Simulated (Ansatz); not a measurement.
# C2H8BNO: the cost of one run

Method: RKS PBE0-D4/6-31G*, in Ansatz 0.2.0.

### 1 Starting point

Bond lengths: C1–B2 1.520 Å, B2–N3 1.504 Å, N3–C4 1.562 Å, C4–O5 1.401 Å, C1–H6 1.165 Å, C1–H7 1.098 Å, C1–H8 1.123 Å, B2–H9 1.143 Å, N3–H10 1.065 Å, C4–H11 1.087 Å, C4–H12 1.075 Å, O5–H13 1.007 Å. Angles (14 of 19 angles, heavy atoms first): C1–B2–N3 119.1°, B2–N3–C4 111.5°, N3–C4–O5 105.7°, C1–B2–H9 121.3°, N3–B2–H9 119.7°, B2–C1–H6 111.6°, B2–C1–H7 112.6°, B2–C1–H8 111.2°, B2–N3–H10 108.8°, C4–N3–H10 104.4°, N3–C4–H11 106.0°, N3–C4–H12 110.1°, O5–C4–H11 110.1°, O5–C4–H12 112.9°.

Coordinates:

```xyz
13

C    -1.8915   -0.0258   -0.5336
B    -0.4991   -0.6307   -0.4504
N     0.2632   -0.5349    0.8429
C     1.6349    0.1866    0.6478
O     1.3299    1.5460    0.4995
H    -1.8707    1.1248   -0.3502
H    -2.5801   -0.4481    0.2106
H    -2.3175   -0.1287   -1.5673
H    -0.0296   -1.1630   -1.3458
H     0.5243   -1.5170    1.1603
H     2.1916    0.0270    1.5677
H     2.1487   -0.2218   -0.2041
H     1.1164    1.7508   -0.4626
```

### 2 Relaxing the start

Input file input.yaml:

```yaml
crystal:
  periodic: [false, false, false]
  atoms:
    - { symbol: C, position_ang: [-1.8915, -0.0258, -0.5336] }
    - { symbol: B, position_ang: [-0.4991, -0.6307, -0.4504] }
    - { symbol: "N", position_ang: [0.2632, -0.5349, 0.8429] }
    - { symbol: C, position_ang: [1.6349, 0.1866, 0.6478] }
    - { symbol: O, position_ang: [1.3299, 1.546, 0.4995] }
    - { symbol: H, position_ang: [-1.8707, 1.1248, -0.3502] }
    - { symbol: H, position_ang: [-2.5801, -0.4481, 0.2106] }
    - { symbol: H, position_ang: [-2.3175, -0.1287, -1.5673] }
    - { symbol: H, position_ang: [-0.0296, -1.163, -1.3458] }
    - { symbol: H, position_ang: [0.5243, -1.517, 1.1603] }
    - { symbol: H, position_ang: [2.1916, 0.027, 1.5677] }
    - { symbol: H, position_ang: [2.1487, -0.2218, -0.2041] }
    - { symbol: H, position_ang: [1.1164, 1.7508, -0.4626] }
basis:
  gaussian: { orbitals: "6-31G*" }
hamiltonian:
  xc: pbe0
  dispersion: d4
relax:
  f_tol: 0.02
  max_steps: 40
scf:
  lower_state_search: "off"
```

The run is started by

```sh
ansatz run input.yaml --threads 2 --pin off --max-ram 3072MiB --backend cpu --events-out ev --progress --plain --runs-dir out
```

**Question.** How long does this run take on 2 threads of Arm Neoverse N1, shared host, and how much memory does it need?

About 72 s, with a peak of 0.18 GiB.
